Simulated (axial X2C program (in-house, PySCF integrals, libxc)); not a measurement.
**All-electron X2C curves of ScNa**

Aim: find the lowest determinant of ScNa, scan the bond at several levels and fit the constants, once spin-free and once with spin–orbit coupling.

The runs use an in-house X2C program for linear molecules on PySCF integrals; all-electron X2C, Sc dyall-cv3z, Na dyall-cv3z.

All values are calculated.

## 1. The job

task.json reads:

```json
{"zs": [21, 11], "q": 0, "bas": ["dyall-cv3z", "dyall-cv3z"], "levels": ["PBE0", "HF", "r2SCAN0"], "cc": true, "r0": 3.03, "thr": -1.0, "nmax": 90, "npts": 10, "nst": 2, "ntry": 6}
```

Keys: zs atomic numbers; q charge; bas basis sets; levels methods (HF also brings MP2); cc coupled cluster on or off; r0 starting distance in Å; thr threshold in hartree for freezing inner shells (an s shell follows its p shell); nmax most natural virtual spinors; npts points asked for on the curve; nst determinants followed; ntry starts of the search.

The run is started by

```sh
python so2c.py task.json out
```

Spin-free means the one-electron spin-free X2C Hamiltonian; two-component (2c) means X2C with spin–orbit coupling and atomic mean-field two-electron Coulomb and Gaunt terms. Basis: Sc dyall-cv3z contracted to [10s11p7d5f2g], Na dyall-cv3z contracted to [9s8p5d2f]; Gaussian nuclei, density fitting. Masses: Sc 44.956 u, Na 22.990 u.

Notation: σ, π±, δ± give the projection m of an orbital's angular momentum (0, ±1, ±2), α and β its spin, Λ and M_S the sums; ω is the projection of a spinor's total angular momentum and Ω the sum. Logs are in hartree.

The results follow Hamiltonian by Hamiltonian and level by level.

## 2. Search for the lowest determinant

PBE0 moves the distance from 3.030 Å to 3.445 Å and compares determinants there.

Spin-free determinants:

```csv
ΔE (eV),state,open shells
0.00,"M_S = 1, Λ = 2","beyond closed shells: σα, δ+α"
0.03,"M_S = 1, Λ = 0",beyond closed shells: 2 × σα
0.13,"M_S = 0, Λ = 2","beyond closed shells: σα, δ+β"
0.51,"M_S = 0, Λ = 0",closed shell
0.64,"M_S = 1, Λ = 3","beyond closed shells: π+α, δ+α"
0.73,"M_S = 1, Λ = 1","beyond closed shells: π-α, δ+α"
0.93,"M_S = 0, Λ = 3","beyond closed shells: π+α, δ+β"
```

Two-component determinants:

```tsv
ΔE (eV)	state	open shells
0.00	Ω = 1	excess of +ω over −ω: ω = -1/2, ω = 3/2
0.02	Ω = 3	excess of +ω over −ω: ω = 1/2, ω = 5/2
0.04	Ω = 1	excess of +ω over −ω: 2 × ω = 1/2
0.13	Ω = 2	excess of +ω over −ω: ω = 1/2, ω = 3/2
0.15	Ω = 2	excess of +ω over −ω: ω = -1/2, ω = 5/2
0.52	Ω = 0	closed shell
0.65	Ω = 4	excess of +ω over −ω: ω = 3/2, ω = 5/2
```

## 3. PBE0, spin-free

State followed: M_S = 1, Λ = 2 (beyond closed shells: σα, δ+α). The scan is laid around 3.445 Å, a first estimate of the minimum, and this SCF restarts from the orbitals of the search.

The SCF at the reference distance of 3.445 Å:

```text
spin-free X2C-1e  PBE0
basis functions 203  fitting functions 1010  grid points 5086
iter        total energy     max residual
   1       -926.416184876     1.25e-05
   2       -926.416184899     1.04e-05
   3       -926.416184908     7.82e-06
   4       -926.416184918     8.02e-06
   5       -926.416184923     1.39e-06
   6       -926.416184923     1.78e-06
converged
one-electron -1345.27511535  Coulomb 436.80492335  exact exchange -13.08658139  xc functional -40.34270202  nuclear repulsion 35.48329049
```

Along the bond, energies from the lowest point:

```
R (Å)  E (eV)  μ (D)  HOMO (eV)  LUMO (eV)  iterations
2.997  0.1370   1.42      -3.31      -1.52          14
3.135  0.0574   1.45      -3.33      -1.56          14
3.238  0.0228   1.46      -3.35      -1.60          14
3.342  0.0049   1.46      -3.37      -1.63          14
3.445  0.0000   1.44      -3.39      -1.66           6
3.566  0.0070   1.42      -3.41      -1.69          14
3.686  0.0236   1.39      -3.43      -1.72          14
3.841  0.0541   1.34      -3.46      -1.74          14
4.031  0.0985   1.28      -3.49      -1.77          14
4.306  0.1655   1.18      -3.54      -1.78          14
```

Dipoles are positive if Na is the positive end.

Outer orbitals at the reference distance:

| symmetry | occupied | ε (eV) | atomic character |
| --- | --- | --- | --- |
| π-α | yes | -35.23 | 100% Sc p |
| σβ | yes | -35.03 | 100% Sc p |
| π+β | yes | -34.16 | 100% Sc p |
| π-β | yes | -34.16 | 100% Sc p |
| π+α | yes | -31.72 | 100% Na p |
| π-α | yes | -31.72 | 100% Na p |
| σα | yes | -31.70 | 100% Na p |
| π+β | yes | -31.68 | 100% Na p |
| π-β | yes | -31.68 | 100% Na p |
| σβ | yes | -31.66 | 100% Na p |
| σα | yes | -4.90 | 65% Sc s, 22% Na s, 10% Na p |
| σβ | yes | -4.37 | 58% Sc s, 24% Na s, 12% Na p |
| δ+α | yes | -4.16 | 100% Sc d |
| σα | yes | -3.39 | 32% Na s, 29% Sc p, 26% Sc d |
| σβ | no | -1.66 | 45% Sc p, 32% Na s, 13% Sc s |
| σα | no | -1.49 | 69% Sc d, 11% Na s, 10% Na p |
| π+α | no | -1.14 | 35% Sc p, 32% Sc d, 30% Na p |
| π-α | no | -1.09 | 46% Sc p, 34% Na p, 18% Sc d |

PBE0 fields in the half plane through the axis: z from -2.4 to 5.7 Å across, distance from the axis 0.15 to 2.25 Å upwards; Sc lies at z = 0 and Na at z = 3.445 Å; the ELF is damped to zero where the density is low.

log10 density (e/bohr³). Ten even steps from '0' (-3.89 ) to '9' (1.39 ):
```
0011122222221111111111110000
0111222222222222222111111000
1112223333322222222222111100
1122233333333322222222221110
1222334444433333333333222111
1222344565443333334554322111
1223346777644333345765432111
1223356797654333357886532211
```

ELF. Ten even steps from ' ' (0.02 ) to '@' (0.96 ):
```
  ::==**##%%%%####++==::::::--==**##########**++--..    
::==##%%%%%%####**++==----==++##%%%%%%%%####%%##**==..  
==**%%%%##**++++==----::--++##@@@@##++----==++##%%**==..
**##%%##++--::::::......--##@@@@%%--..      ..--##%%**--
##%%##==..  ..::--::    ::%%@@@@==            ..--####++
%%%%**::    ::**%%**::  ..%%@@%%..  ..====::    ..++%%**
%%%%++..  ::##%%##%%##....%%@@**  ..##%%%%##::    --####
@@%%++    ++@@..%%..@@==::%%@@==  --%%++++%%==    --####
```

Re = 3.438 Å, ωe = 131.0 cm⁻¹, ωexe = 1.1 cm⁻¹, Be = 0.09377 cm⁻¹, De = 0.281 eV, μ = 1.44 D.

## 4. HF, spin-free

The SCF at the reference distance of 3.445 Å:

```text
spin-free X2C-1e  HF
basis functions 203  fitting functions 1010  grid points 5086
iter        total energy     max residual
   1       -925.333227088     1.37e-01
   2       -925.353364338     1.24e-02
   3       -925.357713481     6.16e-03
   4       -925.359705783     5.23e-03
   5       -925.361862488     4.11e-03
   6       -925.363469252     2.40e-03
   7       -925.364188020     9.53e-04
   8       -925.364347024     5.49e-04
   9       -925.364374866     3.53e-04
  10       -925.364386722     1.89e-04
  11       -925.364390007     7.78e-05
  12       -925.364390582     3.82e-05
  13       -925.364390827     2.00e-05
  14       -925.364390935     1.43e-05
  15       -925.364390988     6.73e-06
  16       -925.364390999     1.44e-06
  17       -925.364391000     5.93e-07
converged
one-electron -1344.15531374  Coulomb 435.70946876  exact exchange -52.40183650  xc functional 0.00000000  nuclear repulsion 35.48329049
```

No constants are quoted: too few points lie around the minimum for a second fit to confirm the first.

## 5. r2SCAN0, spin-free

Output at 3.445 Å:

```text
spin-free X2C-1e  r2SCAN0
basis functions 203  fitting functions 1010  grid points 5086
iter        total energy     max residual
   1       -926.602772745     2.53e-02
   2       -926.604615593     1.80e-03
   3       -926.604668899     3.60e-03
   4       -926.604764839     4.75e-04
   5       -926.604780351     7.03e-04
   6       -926.604790337     3.19e-04
   7       -926.604800066     1.89e-04
   8       -926.604803213     9.50e-05
   9       -926.604804398     3.38e-05
  10       -926.604804657     6.81e-06
  11       -926.604804669     3.35e-06
  12       -926.604804671     1.35e-06
  13       -926.604804672     6.16e-07
converged
one-electron -1345.32864078  Coulomb 436.88219521  exact exchange -13.09338275  xc functional -40.54826684  nuclear repulsion 35.48329049
```

Re = 3.463 Å, ωe = 125.2 cm⁻¹, ωexe = 1.2 cm⁻¹, Be = 0.09243 cm⁻¹, De = 0.166 eV, μ = 1.43 D.

## 6. Correlated methods, spin-free

Correlated methods: 4 electrons correlated (frozen shells, counted by type: Sc 3 s, 2 p; Na 2 s, 1 p), 324 virtual spinors in MP2, 75 natural virtuals in coupled cluster.

Output of the correlated part at 3.445 Å:

```text
correlated 4  virtual 324  natural virtual 75  E(MP2) -0.029764715  MP2 remainder -0.001056481
iter   CCSD correlation   residual
   1     -0.035936387   1.37e-01
   2     -0.042262912   7.84e-02
   3     -0.043755123   3.09e-02
   4     -0.044412328   1.23e-02
   5     -0.044351529   4.67e-03
   6     -0.044432165   2.27e-03
   7     -0.044435655   1.15e-03
   8     -0.044434429   5.35e-04
   9     -0.044437135   2.47e-04
  10     -0.044437681   1.04e-04
  11     -0.044437188   4.82e-05
  12     -0.044437101   2.44e-05
  13     -0.044437348   1.06e-05
  14     -0.044437440   4.73e-06
  15     -0.044437422   2.37e-06
(T) -0.001777627  T1 0.0981  D1 0.1487  max T2 0.111
```

T1 in the output is the amplitude norm over the root of the electron number; divide by √2 for the Lee–Taylor value.

MP2: No constants are quoted: the reference is strongly spin-contaminated.

CCSD: No constants are quoted: too few points lie around the minimum for a second fit to confirm the first.

CCSD(T): No constants are quoted: too few points lie around the minimum for a second fit to confirm the first.

## 7. A higher determinant, spin-free

State: M_S = 1, Λ = 0 (beyond closed shells: 2 × σα).

Output at the reference distance:

```text
spin-free X2C-1e  PBE0
basis functions 203  fitting functions 1010  grid points 5086
iter        total energy     max residual
   1       -926.415157348     1.08e-05
   2       -926.415157361     8.57e-06
   3       -926.415157365     4.78e-06
   4       -926.415157368     1.32e-06
   5       -926.415157368     4.60e-07
converged
one-electron -1344.38971777  Coulomb 435.89871130  exact exchange -13.08524461  xc functional -40.32219677  nuclear repulsion 35.48329049
```

| R (Å) | E above the lowest PBE0 point (eV) |
| --- | --- |
| 2.997 | 0.199 |
| 3.135 | 0.110 |
| 3.238 | 0.068 |
| 3.342 | 0.042 |
| 3.445 | 0.028 |
| 3.566 | 0.024 |
| 3.686 | 0.029 |
| 3.841 | 0.044 |
| 4.031 | 0.070 |

Re = 3.553 Å, ωe = 108.0 cm⁻¹, ωexe = 1.37 cm⁻¹, Be = 0.0878 cm⁻¹, μ = 1.18 D. Te = 0.02 eV.

## 8. The spin-free curves together

Energy (eV) of the followed determinant, spin-free, from each level's lowest point:

| R (Å) | PBE0 | HF | MP2 (spin-contaminated) | CCSD | CCSD(T) | r2SCAN0 |
| --- | --- | --- | --- | --- | --- | --- |
| 2.997 | 0.137 | 0.355 | 0.235 | n/a | n/a | 0.144 |
| 3.135 | 0.057 | 0.216 | 0.120 | 0.126 | 0.124 | 0.063 |
| 3.238 | 0.023 | 0.141 | 0.065 | 0.069 | 0.067 | 0.027 |
| 3.342 | 0.005 | 0.088 | 0.029 | 0.032 | 0.031 | 0.007 |
| 3.445 | 0.000 | 0.050 | 0.009 | 0.011 | 0.010 | 0.000 |
| 3.566 | 0.007 | 0.022 | 0.000 | 0.000 | 0.000 | 0.004 |
| 3.686 | 0.024 | 0.007 | 0.002 | 0.001 | 0.001 | 0.018 |
| 3.841 | 0.054 | 0.000 | 0.013 | 0.012 | 0.013 | 0.044 |
| 4.031 | 0.099 | 0.004 | 0.034 | n/a | n/a | 0.083 |
| 4.306 | 0.166 | 0.021 | 0.066 | n/a | n/a | 0.144 |

## 9. PBE0, 2c

State followed: Ω = 1 (excess of +ω over −ω: ω = -1/2, ω = 3/2). The scan is laid around 3.445 Å, a first estimate of the minimum, and this SCF restarts from the orbitals of the search.

The SCF at the reference distance of 3.445 Å:

```text
two-component X2C + atomic mean field  PBE0
basis functions 203  fitting functions 1010  grid points 5086
iter        total energy     max residual
   1       -926.241701832     8.28e-06
   2       -926.241701836     9.36e-06
   3       -926.241701838     6.52e-06
converged
one-electron -1344.83112459  Coulomb 436.70031735  exact exchange -13.08337067  xc functional -40.33283925  nuclear repulsion 35.48329049  atomic mean-field constant -0.17797517
```

Along the bond, energies from the lowest point:

| R (Å) | E (eV) | μ (D) | HOMO (eV) | LUMO (eV) | iterations |
| --- | --- | --- | --- | --- | --- |
| 2.997 | 0.1368 | 1.41 | -3.31 | -1.52 | 18 |
| 3.135 | 0.0573 | 1.45 | -3.33 | -1.56 | 14 |
| 3.238 | 0.0227 | 1.46 | -3.35 | -1.59 | 14 |
| 3.342 | 0.0049 | 1.45 | -3.37 | -1.63 | 14 |
| 3.445 | 0.0000 | 1.44 | -3.39 | -1.66 | 3 |
| 3.566 | 0.0070 | 1.42 | -3.41 | -1.69 | 14 |
| 3.686 | 0.0237 | 1.39 | -3.43 | -1.72 | 14 |
| 3.841 | 0.0542 | 1.34 | -3.46 | -1.74 | 14 |
| 4.031 | 0.0986 | 1.28 | -3.49 | -1.77 | 14 |
| 4.306 | 0.1656 | 1.18 | -3.54 | -1.78 | 15 |

Dipoles are positive if Na is the positive end.

Outer spinors at the reference distance:

```tsv
ω	occupied	ε (eV)	atomic character	λ mixture
-3/2	yes	-35.04	100% Sc p	100% π
1/2	yes	-34.95	100% Sc p	95% σ, 5% π
-1/2	yes	-34.25	100% Sc p	97% π, 3% σ
3/2	yes	-33.97	100% Sc p	100% π
1/2	yes	-31.80	100% Na p	80% π, 20% σ
-1/2	yes	-31.78	100% Na p	60% π, 40% σ
-3/2	yes	-31.66	100% Na p	100% π
-1/2	yes	-31.63	100% Na p	60% σ, 40% π
1/2	yes	-31.61	100% Na p	80% σ, 20% π
3/2	yes	-31.61	100% Na p	100% π
-1/2	yes	-4.90	65% Sc s, 22% Na s, 10% Na p	100% σ
1/2	yes	-4.37	58% Sc s, 24% Na s, 12% Na p	100% σ
3/2	yes	-4.17	100% Sc d	100% δ
-1/2	yes	-3.39	32% Na s, 29% Sc p, 26% Sc d	100% σ
1/2	no	-1.66	45% Sc p, 32% Na s, 13% Sc s	100% σ
-1/2	no	-1.49	68% Sc d, 11% Na s, 10% Na p	100% σ
1/2	no	-1.15	36% Sc p, 31% Sc d, 30% Na p	100% π
-3/2	no	-1.09	45% Sc p, 34% Na p, 19% Sc d	100% π
```

PBE0 fields in the half plane through the axis: z from -2.4 to 5.7 Å across, distance from the axis 0.15 to 2.25 Å upwards; Sc lies at z = 0 and Na at z = 3.445 Å; the ELF is damped to zero where the density is low.

log10 density (e/bohr³). Ten even steps from '0' (-3.89 ) to '9' (1.39 ):
```
0011122222221111111111110000
0111222222222222222111111000
1112223333322222222222111100
1122233333333322222222221110
1222334444433333333333222111
1222344565443333334554322111
1223346777644333345765432111
1223356797654333357886532211
```

ELF. Ten even steps from '0' (0.02 ) to '9' (0.96 ):
```
0246788775422234677777653100
2478887765433457888877876410
4688765543323579975334578641
6787532221113799831000137863
7874101232002899400000013775
8862002686201898101442001586
8851027878711896017887200377
9850059181942894038558400377
```

Re = 3.438 Å, ωe = 131.0 cm⁻¹, ωexe = 1.1 cm⁻¹, Be = 0.09378 cm⁻¹, De = 0.290 eV, μ = 1.44 D.

## 10. HF, 2c

The SCF at the reference distance of 3.445 Å:

```text
two-component X2C + atomic mean field  HF
basis functions 203  fitting functions 1010  grid points 5086
iter        total energy     max residual
   1       -925.158974590     1.37e-01
   2       -925.179124432     1.25e-02
   3       -925.183487454     6.17e-03
   4       -925.185487984     5.24e-03
   5       -925.187654620     4.12e-03
   6       -925.189266419     2.41e-03
   7       -925.189989879     9.56e-04
   8       -925.190150506     5.48e-04
   9       -925.190178873     3.53e-04
  10       -925.190191415     1.95e-04
  11       -925.190195321     1.96e-04
  12       -925.190196310     1.97e-04
  13       -925.190197107     1.98e-04
  14       -925.190197843     1.99e-04
  15       -925.190198729     2.00e-04
  16       -925.190199643     2.02e-04
  17       -925.190200348     2.02e-04
  18       -925.190202790     2.02e-04
  19       -925.190207942     2.00e-04
  20       -925.190211077     1.97e-04
  21       -925.190216979     1.88e-04
  22       -925.190222454     1.65e-04
  23       -925.190227431     1.47e-04
  24       -925.190234900     1.02e-04
  25       -925.190236842     9.07e-05
  26       -925.190238010     9.35e-05
  27       -925.190238207     2.53e-05
  28       -925.190238367     4.19e-05
  29       -925.190238373     1.13e-05
  30       -925.190238381     5.23e-06
  31       -925.190238381     6.41e-06
  32       -925.190238382     3.67e-06
  33       -925.190238382     1.49e-06
converged
one-electron -1343.70401606  Coulomb 435.59692664  exact exchange -52.38846429  xc functional 0.00000000  nuclear repulsion 35.48329049  atomic mean-field constant -0.17797517
```

No constants are quoted: too few points lie around the minimum for a second fit to confirm the first.

## 11. r2SCAN0, 2c

Output at 3.445 Å:

```text
two-component X2C + atomic mean field  r2SCAN0
basis functions 203  fitting functions 1010  grid points 5086
iter        total energy     max residual
   1       -926.428266456     2.53e-02
   2       -926.430109735     1.80e-03
   3       -926.430163134     3.61e-03
   4       -926.430259591     4.77e-04
   5       -926.430275318     7.05e-04
   6       -926.430285501     3.21e-04
   7       -926.430295498     1.90e-04
   8       -926.430298744     9.51e-05
   9       -926.430299956     3.35e-05
  10       -926.430300219     7.30e-06
  11       -926.430300232     4.88e-06
  12       -926.430300235     3.12e-06
  13       -926.430300235     2.07e-06
converged
one-electron -1344.88502297  Coulomb 436.77798506  exact exchange -13.09017598  xc functional -40.53840167  nuclear repulsion 35.48329049  atomic mean-field constant -0.17797517
```

Re = 3.462 Å, ωe = 125.2 cm⁻¹, ωexe = 1.2 cm⁻¹, Be = 0.09245 cm⁻¹, De = 0.175 eV, μ = 1.43 D.

## 12. Correlated methods, 2c

Correlated methods: 4 electrons correlated (frozen shells, counted by type: Sc 3 s, 2 p; Na 2 s, 1 p), 324 virtual spinors in MP2, 75 natural virtuals in coupled cluster.

Output of the correlated part at 3.445 Å:

```text
correlated 4  virtual 324  natural virtual 75  E(MP2) -0.029654065  MP2 remainder -0.001059154
iter   CCSD correlation   residual
   1     -0.035805956   1.36e-01
   2     -0.042124839   7.84e-02
   3     -0.043643921   3.13e-02
   4     -0.044322311   1.26e-02
   5     -0.044262971   4.88e-03
   6     -0.044351351   2.41e-03
   7     -0.044354714   1.21e-03
   8     -0.044353931   5.44e-04
   9     -0.044356541   2.47e-04
  10     -0.044356986   1.06e-04
  11     -0.044356421   5.15e-05
  12     -0.044356354   2.69e-05
  13     -0.044356636   1.17e-05
  14     -0.044356736   5.48e-06
  15     -0.044356713   2.98e-06
  16     -0.044356641   1.72e-06
  17     -0.044356625   7.44e-07
(T) -0.001782660  T1 0.0995  D1 0.1481  max T2 0.102
```

MP2: No constants are quoted: the reference is strongly spin-contaminated.

CCSD: No constants are quoted: too few points lie around the minimum for a second fit to confirm the first.

CCSD(T): No constants are quoted: too few points lie around the minimum for a second fit to confirm the first.

## 13. A higher determinant, 2c

State: Ω = 3 (excess of +ω over −ω: ω = 1/2, ω = 5/2).

Output at the reference distance:

```text
two-component X2C + atomic mean field  PBE0
basis functions 203  fitting functions 1010  grid points 5086
iter        total energy     max residual
   1       -926.241102781     1.70e-05
   2       -926.241102791     7.97e-06
   3       -926.241102795     1.21e-05
   4       -926.241102803     1.72e-06
   5       -926.241102803     1.12e-06
converged
one-electron -1344.82760437  Coulomb 436.69716132  exact exchange -13.08330781  xc functional -40.33266725  nuclear repulsion 35.48329049  atomic mean-field constant -0.17797517
```

| R (Å) | E above the lowest PBE0 point (eV) |
| --- | --- |
| 2.997 | 0.152 |
| 3.135 | 0.073 |
| 3.238 | 0.039 |
| 3.342 | 0.021 |
| 3.445 | 0.016 |
| 3.566 | 0.023 |
| 3.686 | 0.040 |
| 3.841 | 0.071 |
| 4.031 | 0.115 |

Re = 3.436 Å, ωe = 131.1 cm⁻¹, ωexe = 1.1 cm⁻¹, Be = 0.09385 cm⁻¹, μ = 1.45 D. Te = 0.02 eV.

## 14. The 2c curves together

Energy (eV) of the followed determinant, 2c, from each level's lowest point:

```
R (Å)   PBE0     HF  MP2 (spin-contaminated)   CCSD  CCSD(T)  r2SCAN0
2.997  0.137  0.335                    0.296    n/a      n/a    0.143
3.135  0.057  0.209                    0.151  0.138    0.135    0.063
3.238  0.023  0.139                    0.079  0.075    0.073    0.027
3.342  0.005  0.087                    0.034  0.034    0.033    0.007
3.445  0.000  0.050                    0.010  0.011    0.010    0.000
3.566  0.007  0.022                    0.000  0.000    0.000    0.004
3.686  0.024  0.007                    0.001  0.000    0.001    0.018
3.841  0.054  0.000                    0.012  0.011    0.013    0.044
4.031  0.099  0.004                    0.032    n/a      n/a    0.083
4.306  0.166  0.020                    0.061    n/a      n/a    0.144
```

Time for the job: 1.7 min (1 thread of Arm Neoverse V2, shared host).

## 15. What came out

Lowest determinant that the search found at its distance, spin-free: M_S = 1, Λ = 2 (beyond closed shells: σα, δ+α).

Lowest determinant that the search found at its distance, 2c: Ω = 1 (excess of +ω over −ω: ω = -1/2, ω = 3/2).

| Hamiltonian | level | Re (Å) | ωe (cm⁻¹) | De (eV) | μ (D) |
| --- | --- | --- | --- | --- | --- |
| spin-free | PBE0 | 3.438 | 131.0 | 0.281 | 1.44 |
| spin-free | r2SCAN0 | 3.463 | 125.2 | 0.166 | 1.43 |
| 2c | PBE0 | 3.438 | 131.0 | 0.290 | 1.44 |
| 2c | r2SCAN0 | 3.462 | 125.2 | 0.175 | 1.43 |

Dipoles are positive if Na is the positive end. No constants: spin-free HF (too few points lie around the minimum for a second fit to confirm the first); spin-free MP2 (the reference is strongly spin-contaminated); spin-free CCSD (too few points lie around the minimum for a second fit to confirm the first); spin-free CCSD(T) (too few points lie around the minimum for a second fit to confirm the first); 2c HF (too few points lie around the minimum for a second fit to confirm the first); 2c MP2 (the reference is strongly spin-contaminated); 2c CCSD (too few points lie around the minimum for a second fit to confirm the first); 2c CCSD(T) (too few points lie around the minimum for a second fit to confirm the first).

Time per point (s) on 1 thread of Arm Neoverse V2, shared host (2c runs); the times are rough: PBE0 0.62, r2SCAN0 1.

At PBE0, going from spin-free to two-component changes Re by 0 mÅ, ωe by 0.0 %, which is small (part of it comes from the scalar share of the two-electron terms). De moves by +0.01 eV; both De rest on single-determinant atoms, which can miss part of an open shell's spin–orbit lowering.

De refers to Sc + Na, each in the lowest determinant found, which need not be this curve's own limit. Each curve is one determinant whose occupation by symmetry is held fixed; it was picked as the lowest of a PBE0 search that is not exhaustive. De is counted from the lowest determinant-based energies of the atoms at the same level, without counterpoise correction. Density functionals use the spin component along the axis (collinear). The meta-GGAs lack a current-density term, which matters for open shells with orbital currents, atoms included. With several unpaired electrons one determinant need not be a pure state. The spin-free determinant is spin-contaminated at some levels.
